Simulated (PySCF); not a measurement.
# CrH2: quintet, from a side-on start

The task is one start of a wider search on CrH2: the quintet, from a side-on start. It is relaxed, tested by its Hessian and followed downhill if it is a saddle.

The runs use PySCF 2.14.0; PBE0, basis Cr def2-TZVP, H def2-TZVP, no relativity, density fitting.

## 1. Starting geometry

3 atoms, charge 0, spin multiplicity 5.

Bond lengths: Cr1–H2 1.571 Å, Cr1–H3 1.571 Å, H2–H3 0.840 Å. Angles: H2–Cr1–H3 31.0°, Cr1–H2–H3 74.5°, Cr1–H3–H2 74.5°.

Coordinates in bohr (charge 0 multiplicity 5):
```
Cr    0.0000    0.0000    0.0000
H     0.7937    0.0000    2.8603
H    -0.7937    0.0000    2.8603
```

## 2. First SCF at the start

The steps below are one call of a driver around PySCF. For each, scf.py gives the equivalent set-up of the SCF; relaxations use the driver's own optimiser. After this first run the driver tries any further starts and a stability analysis.

File scf.py:

```python
from pyscf import gto, scf, dft
mol = gto.M(atom='''
Cr     0.000000     0.000000     0.000000
H      0.420000     0.000000     1.513610
H     -0.420000     0.000000     1.513610''',
    basis={'Cr': 'def2-TZVP', 'H': 'def2-TZVP'},
    charge=0, spin=4)
mf = dft.UKS(mol, xc='PBE0')
mf.grids.atom_grid = (50, 194)
aux = {'Cr': 'def2-universal-JKFIT', 'H': 'def2-universal-JKFIT'}
mf = mf.density_fit(auxbasis=aux)
mf.conv_tol = 1e-08
mf.diis_space = 10
mf.max_cycle = 60
mf.init_guess = 'minao'
mf.verbose = 4
mf.kernel()
```

Command:

```
$ OMP_NUM_THREADS=2 python axn.py task.json out
```

The program printed:

```text
init E= -1044.90054519347
[... the frontier-level lines of each cycle are left out ...]
cycle= 1 E= -1044.79971766011  delta_E= 0.101  |g|= 1.27  |ddm|= 1.57
cycle= 2 E= -1039.18643464646  delta_E= 5.61  |g|= 3.08  |ddm|=  5.9
cycle= 3 E= -1045.13883841115  delta_E= -5.95  |g|= 0.643  |ddm|= 5.84
cycle= 4 E= -1045.22808251709  delta_E= -0.0892  |g|= 0.505  |ddm|= 1.05
cycle= 5 E= -1045.3028321483  delta_E= -0.0747  |g|= 0.218  |ddm|= 0.322
cycle= 6 E= -1045.31771928178  delta_E= -0.0149  |g|= 0.08  |ddm|= 0.164
cycle= 7 E= -1045.32066855939  delta_E= -0.00295  |g|= 0.0113  |ddm|= 0.0945
cycle= 8 E= -1045.32109816299  delta_E= -0.00043  |g|= 0.00493  |ddm|= 0.0697
cycle= 9 E= -1045.32128307505  delta_E= -0.000185  |g|= 0.00699  |ddm|= 0.0755
cycle= 10 E= -1045.32132313639  delta_E= -4.01e-05  |g|= 0.00111  |ddm|= 0.029
cycle= 11 E= -1045.32132853043  delta_E= -5.39e-06  |g|= 0.00131  |ddm|= 0.00909
cycle= 12 E= -1045.32133063389  delta_E= -2.1e-06  |g|= 0.000229  |ddm|= 0.0072
cycle= 13 E= -1045.3213309375  delta_E= -3.04e-07  |g|= 9.09e-05  |ddm|= 0.00367
cycle= 14 E= -1045.32133094442  delta_E= -6.92e-09  |g|= 1.29e-05  |ddm|= 0.000405
Extra cycle  E= -1045.32133094399  delta_E= 4.36e-10  |g|= 4.09e-05  |ddm|= 5.88e-05
converged SCF energy = -1045.32133094399  <S^2> = 6.160332  2S+1 = 5.0637267
```

This step, with its further starts and checks, ran for 6 s (2 threads of Arm Neoverse V1, shared host).

The starts that the driver tried:

```
                      start   energy (Eh)
    the minimal-basis guess  -1045.321331
a thermally smeared density  -1045.321331
      a smeared PBE density  -1045.321331
```

No lower solution of this spin turned up from the other starts or in the test of internal stability.

## 3. Relaxing the quintet from the side-on start

The program finds C2v symmetry in the start, which this walk keeps. Threshold on the gradient: 0.0003 Eh/bohr, with a further test on the energy change.

Edit scf.py of step 2 so:

```diff
@@ -3,3 +3,3 @@
-Cr     0.000000     0.000000     0.000000
-H      0.420000     0.000000     1.513610
-H     -0.420000     0.000000     1.513610''',
+Cr     0.000000     0.000000    -0.056544
+H      0.420000     0.000000     1.457066
+H     -0.420000     0.000000     1.457066''',
@@ -15 +14,0 @@
-mf.init_guess = 'minao'
```

The optimiser's trace:

| step | energy (Eh) | change (kJ/mol) | largest symmetric gradient (Eh/bohr) |
| --- | --- | --- | --- |
| 0 | -1045.321331 | 0.00 | 0.04771 |
| 1 | -1045.328590 | -19.06 | 0.02848 |
| 2 | -1045.334512 | -34.61 | 0.01811 |
| 3 | -1045.341401 | -52.69 | 0.01821 |
| 4 | -1045.354296 | -86.55 | 0.03889 |
| 5 | -1045.360779 | -103.57 | 0.04578 |
| 6 | -1045.365181 | -115.13 | 0.04223 |
| 7 | -1045.376784 | -145.59 | 0.01319 |
| 8 | -1045.378130 | -149.12 | 0.00181 |
| 9 | -1045.378192 | -149.29 | 0.00066 |
| 10 | -1045.378199 | -149.31 | 0.00003 |

The walk took 9.2 s.

End point (C2v, 10 steps, 149.3 kJ/mol gained): Cr–H 1.648 Å (×2); H–Cr–H 111.2°.

## 4. Hessian and properties

On the finer grid the gradient is checked again; gradients at displacements of ±0.02 bohr then give force constants and infrared intensities.

Edit scf.py of step 3 so:

```diff
@@ -3,3 +3,3 @@
-Cr     0.000000     0.000000    -0.056544
-H      0.420000     0.000000     1.457066
-H     -0.420000     0.000000     1.457066''',
+Cr     0.000000     0.000000    -0.034783
+H      1.359809     0.000000     0.896311
+H     -1.359809     0.000000     0.896311''',
@@ -9 +9 @@
-mf.grids.atom_grid = (50, 194)
+mf.grids.atom_grid = (75, 302)
@@ -12 +12 @@
-mf.conv_tol = 1e-08
+mf.conv_tol = 1e-10
```

The driver hands on the density of the step before, so the log starts near convergence.

Log of the central SCF (cycles and frontier levels):

```text
init E= -1045.37822304156
[... the frontier-level lines of each cycle are left out ...]
cycle= 1 E= -1045.3782230414  delta_E= 1.66e-10  |g|= 2.58e-05  |ddm|= 1.95e-05
cycle= 2 E= -1045.37822304047  delta_E= 9.22e-10  |g|= 5.95e-05  |ddm|= 4.42e-05
cycle= 3 E= -1045.37822304161  delta_E= -1.13e-09  |g|= 5.87e-07  |ddm|= 3.11e-05
cycle= 4 E= -1045.37822304161  delta_E= -4.55e-13  |g|= 2.35e-07  |ddm|= 2.59e-06
Extra cycle  E= -1045.37822304161  delta_E= 6.82e-13  |g|= 4.25e-07  |ddm|= 3.98e-07
converged SCF energy = -1045.37822304161  <S^2> = 6.1345988  2S+1 = 5.0535527
```

The whole step took 11 s.

Geometry: C2v; Cr–H 1.648 Å (×2); H–Cr–H 111.2°.

Harmonic modes (main isotopes):

```
symmetry  ω (cm⁻¹)  IR (km/mol)     type
      a1       605          144     bend
      b2      1660          300  stretch
      a1      1680         78.0  stretch
```

No imaginary mode, so this is a minimum.

Constants and moments:

```
Dipole moment                                                   : 3.51 D
Highest occupied level                                          : -6.51 eV
Lowest empty level                                              : -2.20 eV
Rotational constants                                            : 10.02, 4.523, 3.116 cm⁻¹
Zero-point energy                                               : 23.6 kJ/mol
Principal polarisabilities                                      : 31.5, 39.3, 47.1 bohr³
Atomisation energy without zero-point energy                    : 395 kJ/mol
Principal traceless quadrupole moments about the centre of mass : -4.05, 1.20, 2.85 D Å
Entropy at 298.15 K and 1 bar (electronic part: spin only)      : 231.3 J/(mol K)
Heat capacity Cp at 298.15 K                                    : 37.9 J/(mol K)
Enthalpy at 298.15 K above 0 K                                  : 10.34 kJ/mol
Rotational symmetry number                                      : 2
Spin squared ⟨S²⟩                                               : 6.135
```

Charges (e) and bond orders:

```csv
atom,Mulliken,Löwdin,polar tensor,spin (Mulliken),Mayer order to Cr1
Cr1,0.35,0.28,0.78,4.51,–
"H2,3",-0.17,-0.14,-0.39,-0.25,0.91
```

Outer orbital energies (eV). α occupied: -51.94, -51.87, -8.57, -7.82, -7.45, -7.24, -7.22, -6.51; empty: -2.20, -1.32, 0.76, 1.97. β occupied: -571.41, -571.07, -75.97, -47.04, -46.97, -46.17, -8.27, -7.43; empty: -0.94, -0.26, 0.36, 0.43.

Mulliken populations on Cr1: s 6.80, p 12.20, d 4.65, f 0.00.

## 5. Summary of results

```
                                          quantity                             value
                                           minimum                      quintet, C2v
                                          geometry  Cr–H 1.648 Å (×2); H–Cr–H 111.2°
                                wavenumbers (cm⁻¹)    605 (a1), 1660 (b2), 1680 (a1)
                                     dipole moment                            3.51 D
highest occupied, lowest empty level (either spin)                   -6.51, -2.20 eV
                        polar-tensor charge of Cr1                           +0.78 e
                                 zero-point energy                       23.6 kJ/mol
                               entropy at 298.15 K                   231.3 J/(mol K)
         atomisation energy (no zero-point energy)                        395 kJ/mol
                                              ⟨S²⟩                             6.135
```

What this shows: The side-on start keeps its C2v symmetry and ends in a minimum. The strongest infrared band lies at 1660 cm⁻¹ (b2, stretch). Most of the spin sits on Cr1 (Mulliken spin 4.51, against 4 for the whole molecule). Only this shape and spin were tried, so other structures or states may lie lower. One determinant may miss the lowest occupation of an open d or f shell.

The search up to here took 27 s.
